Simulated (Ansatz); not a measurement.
**CuTe: a short trajectory by PAW and LAPW**

How do the atoms of CuTe move (30 steps of 2 fs at constant energy, with velocities drawn for 300 K), by PAW and LAPW? Both runs start alike, so that frozen cores can be judged against all electrons.

All numbers below are computed with Ansatz 0.2.0 (DFT LDA, scalar-relativistic).

## (1) The structure to begin with

The cell holds 4 atoms (Cu2Te2): a = 3.155 Å, b = 4.092 Å, c = 6.956 Å, α = 90.00°, β = 90.00°, γ = 90.00°.

As a file:

```cif
data_structure
_symmetry_space_group_name_H-M 'P 1'
_symmetry_Int_Tables_number 1
_cell_length_a 3.1550
_cell_length_b 4.0920
_cell_length_c 6.9560
_cell_angle_alpha 90.000
_cell_angle_beta 90.000
_cell_angle_gamma 90.000
_cell_volume 89.80
loop_
_atom_site_label
_atom_site_type_symbol
_atom_site_fract_x
_atom_site_fract_y
_atom_site_fract_z
_atom_site_occupancy
Cu1 Cu 0.00000 0.50000 0.45270 1
Cu2 Cu 0.50000 0.00000 0.54730 1
Te1 Te 0.00000 0.00000 0.22130 1
Te2 Te 0.50000 0.50000 0.77870 1
```

The geometry is a database entry used as it stands. It may stem from high pressure or temperature, or be incomplete, so it serves as a test cell.

## (2) PAW with frozen cores

File input.yaml:

```yaml
crystal:
  lattice:
    - [3.155, 0.0, 0.0]
    - [0.0, 4.092, 0.0]
    - [0.0, 0.0, 6.956]
  atoms:
    - { symbol: Cu, position: [0.0, 0.5, 0.4527] }
    - { symbol: Cu, position: [0.5, 0.0, 0.5473] }
    - { symbol: Te, position: [0.0, 0.0, 0.2213] }
    - { symbol: Te, position: [0.5, 0.5, 0.7787] }
kpoints:
  mp_grid: { grid: [6, 5, 3] }
scf:
  occupations: { method: fermi_dirac, width: 0.08 }
hamiltonian:
  xc: lda
  pseudopotentials: { kind: paw }
output:
  forces: true
  stress: true
md:
  timestep: 2.0
  n_steps: 30
  ensemble: nve
  temperature: 300
  initial_velocities: maxwell_boltzmann
  seed: 647221
```

Run with:

```
> ansatz run input.yaml --threads 2 --pin off --max-ram 6144MiB --backend cpu --events-out ev --progress --plain --runs-dir out
```

Output (excerpt; [...] marks lines left out):

```text
Warning: md: disabling space-group detection — thermal motion breaks the input geometry's symmetry, so no spatial operation reduces the k-mesh or symmetrises the density; time reversal is kept, so that k and −k are solved as one point where they differ and the mesh holds both, and exact [...]
Warning: output.stress: scf.convergence.dr2_threshold = 4e-9 eV (the default of an md: trajectory) is looser than the 4e-10 eV advised for a printed stress (1e-10 eV for each atom of the cell: 4). What an SCF threshold leaves in a stress goes as its square root, and in the free energy as [...]
Pseudopotentials: kind: paw
Pseudopotential: Cu, paw, valence charge 19, recommended cutoff 420 eV (normal)
Pseudopotential: Te, paw, valence charge 16, recommended cutoff 420 eV (normal)
Functional definition: SPW92
[...]
Crystal: 4 atoms, lattice volume = 89.804 Å³
Basis set: ecut = 420 eV, 1773 PW (Γ)
Bands: 42, of which v1, the nominal top of the filled ones, is band 35 counted from 1 (34 counted from 0)
Symmetry: 1 space group operations
k-points: 46 of 90 (time reversal used)
[...]
SCF iter   1: F=—  HF=-26765.793856 eV  |F-HF|=—  |Δ(HF+E_count)|=         —  Δρ=1.38e-2  dr2=8.15e-2  ethr=1.77e-3  ⟨swp⟩=6.7  Hψ=7752  notcnv=0  defer=27
[...]
md step     0: t =     0.00 fs  T =   300.0 K  F+E_penalty+E_count = -26765.77457362 eV  E_kin = 0.116334 eV  conserved = -26765.65823962 eV  P_inst = -4.9065 GPa  (9 SCF iters)
[...]
md step     7: t =    14.00 fs  T =   350.8 K  F+E_penalty+E_count = -26765.79428297 eV  E_kin = 0.136031 eV  conserved = -26765.65825225 eV  P_inst = -4.2648 GPa  (2 SCF iters)
[...]
md step    14: t =    28.00 fs  T =   384.2 K  F+E_penalty+E_count = -26765.80725764 eV  E_kin = 0.148994 eV  conserved = -26765.65826367 eV  P_inst = -3.2899 GPa  (2 SCF iters)
[...]
md step    21: t =    42.00 fs  T =   380.8 K  F+E_penalty+E_count = -26765.80594620 eV  E_kin = 0.147676 eV  conserved = -26765.65827047 eV  P_inst = -2.0544 GPa  (3 SCF iters)
[...]
md step    28: t =    56.00 fs  T =   330.7 K  F+E_penalty+E_count = -26765.78652861 eV  E_kin = 0.128257 eV  conserved = -26765.65827130 eV  P_inst = -0.6843 GPa  (3 SCF iters)
md step    29: t =    58.00 fs  T =   319.8 K  F+E_penalty+E_count = -26765.78226686 eV  E_kin = 0.123996 eV  conserved = -26765.65827077 eV  P_inst = -0.4872 GPa  (2 SCF iters)
[...]
md step    30: t =    60.00 fs  T =   307.9 K  F+E_penalty+E_count = -26765.77765972 eV  E_kin = 0.119390 eV  conserved = -26765.65827011 eV  P_inst = -0.2914 GPa  (6 SCF iters)
SCF converged after 6 iterations
Free energy (F): -26765.777660 eV
[...]
E sigma→0 (E₀):  -26765.765302 eV
Entropy (-TS):   -0.024715 eV (-6.179 meV/atom)
Fermi energy:    10.763821 eV
[...]
--- Forces (eV/Å), atoms counted from 1 ---
  atom   1  Cu    -0.06280905    -0.17946880     0.14681570
  atom   2  Cu    -0.12406896    -0.05399549     0.22332240
  atom   3  Te    -0.17169894     0.40057505    -0.48586977
  atom   4  Te     0.35856833    -0.16710893     0.11572347
[...]
--- Stress (GPa, compression-positive) ---
        1.286335       0.178551       1.578511
        0.178552      -3.595931      -1.608832
        1.578511      -1.608833       0.867431
  P = ⅓ Tr σ = -0.4807 GPa (-4.807 kbar)
--- MD trajectory: 30 steps, t = 0.0 → 60.0 fs ---
  final state: T = 307.9 K   F+E_penalty+E_count = -26765.77765972 eV   E_kin = 0.119390 eV
  conserved energy: peak-to-peak 3.216e-5 eV (8.041e-6 eV/atom) over 60.0 fs
```

Wall time 2.3 min (2 threads of Arm Neoverse V2, shared host); peak memory 0.49 GiB.

## (3) The trajectory

One step in 2; energies are changes from step 0; msd is the mean square displacement from the start, the centre of mass held:

```
time (fs)  T (K)  potential energy change (meV/atom)  total energy change (meV/atom)  pressure (GPa)  msd Te (Å²)  msd Cu (Å²)
      0.0    300                                 0.0                            0.00            -4.9        0.000        0.000
      4.0    315                                -1.4                            0.00            -4.8        0.000        0.000
      8.0    330                                -2.9                            0.00            -4.6        0.001        0.000
     12.0    344                                -4.3                            0.00            -4.4        0.001        0.000
     16.0    357                                -5.5                            0.00            -4.1        0.002        0.001
     20.0    369                                -6.6                            0.00            -3.9        0.003        0.001
     24.0    378                                -7.5                           -0.01            -3.6        0.005        0.001
     28.0    384                                -8.2                           -0.01            -3.3        0.007        0.002
     32.0    388                                -8.5                           -0.01            -3.0        0.009        0.002
     36.0    388                                -8.5                           -0.01            -2.6        0.012        0.003
     40.0    384                                -8.2                           -0.01            -2.2        0.015        0.003
     44.0    377                                -7.4                           -0.01            -1.9        0.018        0.004
     48.0    365                                -6.3                           -0.01            -1.5        0.021        0.005
     52.0    350                                -4.8                           -0.01            -1.1        0.025        0.006
     56.0    331                                -3.0                           -0.01            -0.7        0.028        0.007
     60.0    308                                -0.8                           -0.01            -0.3        0.032        0.008
```

time (fs), T (K) and a bar:
```
      0.0        300 
      2.0        307 ###
      6.0        322 ########
      8.0        330 ##########
     10.0        337 #############
     14.0        351 #################
     16.0        357 ###################
     18.0        363 #####################
     20.0        369 #######################
     24.0        378 ##########################
     26.0        381 ############################
     28.0        384 #############################
     32.0        388 ##############################
     34.0        388 ##############################
     36.0        388 ##############################
     40.0        384 #############################
     42.0        381 ############################
     44.0        377 ##########################
     46.0        371 ########################
     50.0        358 ####################
     52.0        350 #################
     54.0        341 ##############
     58.0        320 #######
     60.0        308 ###
```

## (4) Positions and forces

Extended XYZ, with forces in eV/Å:

```xyz
4
Lattice="3.155 0.000 0.000 0.000 4.092 0.000 0.000 0.000 6.956" Properties=species:S:1:pos:R:3:forces:R:3 pbc="T T T" time_fs=8.0 T=330 dE=-0.0116
Cu    0.002    2.046    3.146    0.006   -0.041    0.201
Cu    1.588    0.008    3.798   -0.021    0.002   -0.129
Te    0.011   -0.016    1.552   -0.023    0.067    0.555
Te    1.560    2.058    5.410    0.039   -0.028   -0.627
4
Lattice="3.155 0.000 0.000 0.000 4.092 0.000 0.000 0.000 6.956" Properties=species:S:1:pos:R:3:forces:R:3 pbc="T T T" time_fs=16.0 T=357 dE=-0.0222
Cu    0.004    2.046    3.144    0.010   -0.087    0.235
Cu    1.598    0.016    3.788   -0.043    0.003   -0.087
Te    0.022   -0.032    1.568   -0.046    0.139    0.432
Te    1.543    2.070    5.400    0.079   -0.055   -0.580
4
Lattice="3.155 0.000 0.000 0.000 4.092 0.000 0.000 0.000 6.956" Properties=species:S:1:pos:R:3:forces:R:3 pbc="T T T" time_fs=22.0 T=373 dE=-0.0285
Cu    0.006    2.046    3.145    0.011   -0.122    0.257
Cu    1.606    0.022    3.779   -0.058    0.003   -0.050
Te    0.030   -0.044    1.581   -0.063    0.194    0.323
Te    1.530    2.079    5.391    0.111   -0.075   -0.530
4
Lattice="3.155 0.000 0.000 0.000 4.092 0.000 0.000 0.000 6.956" Properties=species:S:1:pos:R:3:forces:R:3 pbc="T T T" time_fs=30.0 T=386 dE=-0.0335
Cu    0.008    2.044    3.148    0.008   -0.165    0.278
Cu    1.615    0.029    3.768   -0.077    0.000    0.004
Te    0.040   -0.058    1.600   -0.086    0.265    0.161
Te    1.514    2.091    5.377    0.155   -0.099   -0.443
4
Lattice="3.155 0.000 0.000 0.000 4.092 0.000 0.000 0.000 6.956" Properties=species:S:1:pos:R:3:forces:R:3 pbc="T T T" time_fs=38.0 T=386 dE=-0.0335
Cu    0.011    2.040    3.153    0.000   -0.198    0.282
Cu    1.624    0.037    3.756   -0.094   -0.007    0.063
Te    0.050   -0.071    1.619   -0.109    0.327   -0.015
Te    1.498    2.102    5.360    0.203   -0.122   -0.330
4
Lattice="3.155 0.000 0.000 0.000 4.092 0.000 0.000 0.000 6.956" Properties=species:S:1:pos:R:3:forces:R:3 pbc="T T T" time_fs=44.0 T=377 dE=-0.0297
Cu    0.013    2.037    3.159   -0.011   -0.211    0.269
Cu    1.630    0.043    3.748   -0.105   -0.015    0.109
Te    0.058   -0.080    1.634   -0.126    0.363   -0.150
Te    1.487    2.109    5.346    0.242   -0.137   -0.228
4
Lattice="3.155 0.000 0.000 0.000 4.092 0.000 0.000 0.000 6.956" Properties=species:S:1:pos:R:3:forces:R:3 pbc="T T T" time_fs=52.0 T=350 dE=-0.0194
Cu    0.015    2.030    3.169   -0.033   -0.208    0.225
Cu    1.637    0.051    3.738   -0.117   -0.031    0.169
Te    0.067   -0.091    1.653   -0.148    0.394   -0.326
Te    1.474    2.119    5.327    0.298   -0.154   -0.068
4
Lattice="3.155 0.000 0.000 0.000 4.092 0.000 0.000 0.000 6.956" Properties=species:S:1:pos:R:3:forces:R:3 pbc="T T T" time_fs=60.0 T=308 dE=-0.0031
Cu    0.017    2.021    3.182   -0.063   -0.179    0.147
Cu    1.643    0.058    3.730   -0.124   -0.054    0.223
Te    0.075   -0.099    1.670   -0.172    0.401   -0.486
Te    1.461    2.129    5.308    0.359   -0.167    0.116
```

## (5) Full-potential LAPW

input.yaml, as its differences from that of step 2:

```diff
@@ -16,3 +16,3 @@
   xc: lda
-  pseudopotentials: { kind: paw }
+  pseudopotentials: { kind: all_electron, lapw: { basis_error: 0.001 } }
 output:
```

Run with:

```
> ansatz run input.yaml --threads 2 --pin off --max-ram 6144MiB --backend cpu --events-out ev --progress --plain --runs-dir out
```

Output (excerpt; [...] marks lines left out):

```text
Warning: md: disabling space-group detection — thermal motion breaks the input geometry's symmetry, so no spatial operation reduces the k-mesh or symmetrises the density; time reversal is kept, so that k and −k are solved as one point where they differ and the mesh holds both, and exact [...]
LAPW: plane waves up to 9.077 Å⁻¹, error target 1.0e-3 eV per atom; small_component_spin mean_spin; Cu in spheres of 1.244 Å, 19 of its electrons in bands, Dirac shells []; Te in spheres of 1.281 Å, 24 of its electrons in bands, Dirac shells []
[...]
Pseudopotentials: kind: all_electron
Pseudopotential: Cu, LAPW, valence charge 19, Koelling and Harmon's equation, gaussian nucleus
Pseudopotential: Te, LAPW, valence charge 24, Koelling and Harmon's equation, gaussian nucleus
[... 1 set-up line as earlier in the session ...]
[...]
Crystal: 4 atoms, lattice volume = 89.804 Å³
Basis set: ecut = 313.9428604793101 eV, 1139 PW (Γ), exchange–correlation at level 2
[...]
md step    30: t =    60.00 fs  T =   307.8 K  F+E_penalty+E_count = -459393.36051187 eV  E_kin = 0.119378 eV  conserved = -459393.24118700 eV  P_inst = -0.2834 GPa  (6 SCF iters)
NSCF: frozen V_eff on 46 k-points
[...]
SCF converged after 6 iterations
Free energy (F): -459393.360512 eV
[...]
E sigma→0 (E₀):  -459393.348233 eV
Entropy (-TS):   -0.024558 eV (-6.139 meV/atom)
Fermi energy:    12.246117 eV
[...]
--- Forces (eV/Å), atoms counted from 1 ---
  atom   1  Cu    -0.06300115    -0.17983516     0.14663170
  atom   2  Cu    -0.12381436    -0.05344362     0.22353972
  atom   3  Te    -0.17173687     0.40035321    -0.48626437
  atom   4  Te     0.35855301    -0.16707393     0.11609014
[...]
--- Stress (GPa, compression-positive) ---
        1.288849       0.178609       1.578437
        0.178609      -3.585552      -1.607159
        1.578437      -1.607159       0.878414
  P = ⅓ Tr σ = -0.4728 GPa (-4.728 kbar)
--- Band table (eV; the first three rows and the last of 46) ---
[...]
--- MD trajectory: 30 steps, t = 0.0 → 60.0 fs ---
  final state: T = 307.8 K   F+E_penalty+E_count = -459393.36051187 eV   E_kin = 0.119378 eV
  conserved energy: peak-to-peak 3.145e-5 eV (7.861e-6 eV/atom) over 60.0 fs
```

It took 19 min on 2 threads of Arm Neoverse V2, shared host; peak memory 0.84 GiB.

## (6) Frames and traces

The trajectory, every 2 steps (energies from step 0); msd is the mean square displacement from the start, the centre of mass held:

| time (fs) | T (K) | potential energy change (meV/atom) | total energy change (meV/atom) | pressure (GPa) | msd Te (Å²) | msd Cu (Å²) |
| --- | --- | --- | --- | --- | --- | --- |
| 0.0 | 300 | 0.0 | 0.00 | -4.9 | 0.000 | 0.000 |
| 4.0 | 315 | -1.4 | 0.00 | -4.8 | 0.000 | 0.000 |
| 8.0 | 330 | -2.9 | 0.00 | -4.6 | 0.001 | 0.000 |
| 12.0 | 344 | -4.3 | 0.00 | -4.4 | 0.001 | 0.000 |
| 16.0 | 357 | -5.5 | 0.00 | -4.1 | 0.002 | 0.001 |
| 20.0 | 369 | -6.6 | 0.00 | -3.9 | 0.003 | 0.001 |
| 24.0 | 378 | -7.5 | -0.01 | -3.6 | 0.005 | 0.001 |
| 28.0 | 384 | -8.2 | -0.01 | -3.3 | 0.007 | 0.002 |
| 32.0 | 388 | -8.5 | -0.01 | -3.0 | 0.009 | 0.002 |
| 36.0 | 388 | -8.5 | -0.01 | -2.6 | 0.012 | 0.003 |
| 40.0 | 384 | -8.1 | -0.01 | -2.2 | 0.015 | 0.003 |
| 44.0 | 377 | -7.4 | -0.01 | -1.9 | 0.018 | 0.004 |
| 48.0 | 365 | -6.3 | -0.01 | -1.5 | 0.021 | 0.005 |
| 52.0 | 350 | -4.8 | -0.01 | -1.1 | 0.025 | 0.006 |
| 56.0 | 331 | -3.0 | -0.01 | -0.7 | 0.028 | 0.007 |
| 60.0 | 308 | -0.8 | -0.01 | -0.3 | 0.032 | 0.008 |

time (fs), T (K) and a bar:
```
      0.0        300 
      2.0        307 ###
      6.0        322 ########
      8.0        330 ##########
     10.0        337 #############
     14.0        351 #################
     16.0        357 ###################
     18.0        363 #####################
     20.0        369 #######################
     24.0        378 ##########################
     26.0        381 ############################
     28.0        384 #############################
     32.0        388 ##############################
     34.0        388 ##############################
     36.0        388 ##############################
     40.0        384 #############################
     42.0        381 ############################
     44.0        377 ##########################
     46.0        371 ########################
     50.0        358 ####################
     52.0        350 #################
     54.0        341 ##############
     58.0        320 #######
     60.0        308 ###
```

## (7) Outcome

| quantity | value |
| --- | --- |
| PAW: length | 30 steps of 2 fs |
| PAW: temperature, first and last step | 300 and 308 K |
| PAW: temperature, second half | mean 364 K, from 308 to 388 K |
| PAW: potential energy, second half | -6 meV/atom from this run's first step |
| PAW: largest change of the total energy | 0.01 meV/atom |
| PAW: mean square displacement, second half | Te 0.019, Cu 0.005 Å² |
| LAPW: length | 30 steps of 2 fs |
| LAPW: temperature, first and last step | 300 and 308 K |
| LAPW: temperature, second half | mean 364 K, from 308 to 388 K |
| LAPW: potential energy, second half | -6 meV/atom from this run's first step |
| LAPW: largest change of the total energy | 0.01 meV/atom |
| LAPW: mean square displacement, second half | Te 0.019, Cu 0.005 Å² |

**Reading.** The temperature starts at 300 K and averages 364 K in the second half, where it still falls, from 386 to 308 K; the start was no minimum (force components up to 0.7 eV/Å), and the potential energy that it sheds (6 meV/atom) turns into motion. The total energy strays from its start by at most 0.01 meV/atom, under 0.1 % of the mean kinetic energy, which is good for a step of 2 fs. The farthest move is 0.18 Å, against a mean nearest distance of 2.6 Å at the start: no atom has changed site so far. From the same start the temperatures of the two runs stay within 0.1 K of each other. A run of 60 fs with 4 atoms shows the motion but fixes no equilibrium value. LAPW took about 8 times as long as PAW (19 min against 2.3 min, on a shared host and with the outputs that each input asks for).
